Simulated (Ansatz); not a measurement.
# HfC+ (doublet): the correlation ladder, def2-TZVPP

An exercise on one series of results from a longer session: the logs are not shown, and one member is left open.

Computed with Ansatz 0.2.0, Gaussian basis. Level: def2-TZVPP, core rule «outside noble gas», up to 5 orbitals frozen.

The runs, in order: UHF; ROHF; CCSD(T) on UHF.

**The geometry**

The geometry is a PBE0/def2-TZVP stationary point (not a proven minimum). No spin-orbit coupling is included. Elements past krypton take def2 core potentials.

2 atoms, charge 1, spin multiplicity 2.

Atoms are counted from 1 here; the program's logs count them from 0.

Bond lengths: Hf1–C2 1.779 Å.

Set-up of the first run:

in.yaml

```yaml
crystal:
  periodic: [false, false, false]
  atoms:
    - {symbol: Hf, position_ang: [0.000000, 0.000000, 0.000000]}
    - {symbol: C, position_ang: [0.000000, 0.000000, 1.779000]}
basis:
  gaussian: {orbitals: def2-TZVPP}
total_charge: 1
magnetization: {spin_polarized: true, initial_magnetization: 1}
hamiltonian: {xc: hf}
output: {orbitals: {seedname: orbitals}}
```

Launch:

```sh
$ ansatz run in.yaml --threads 1 --pin off --events-out ev --progress --plain --max-ram 2816MiB --backend cpu
```

Steps of the session up to this table: UHF; ROHF; CCSD(T) on UHF.

One of the session's tables, all rows but one given; the rest of the session is left out.

| method | from UCCSD(T) (meV) |
| --- | --- |
| ROHF | +6550.1 |
| UMP2 | +1214.4 |
| UCCSD | ? |
| UCCSD(T) | 0 |

Q: Estimate the row for UCCSD from the others.

The run gave: from UCCSD(T) (meV): +399.2. In the column «from UCCSD(T) (meV)» it lies between UCCSD(T) (0) and UMP2 (+1214.4).

Left out of the table: UHF (another determinant or state than the rows shown).

Caveats from the session: The determinant is far from a pure spin state, so its energy mixes those of several spin states (harmless only where they are near-degenerate, as at dissociation). Warnings: spin contamination; coupled cluster took another determinant than the lowest.
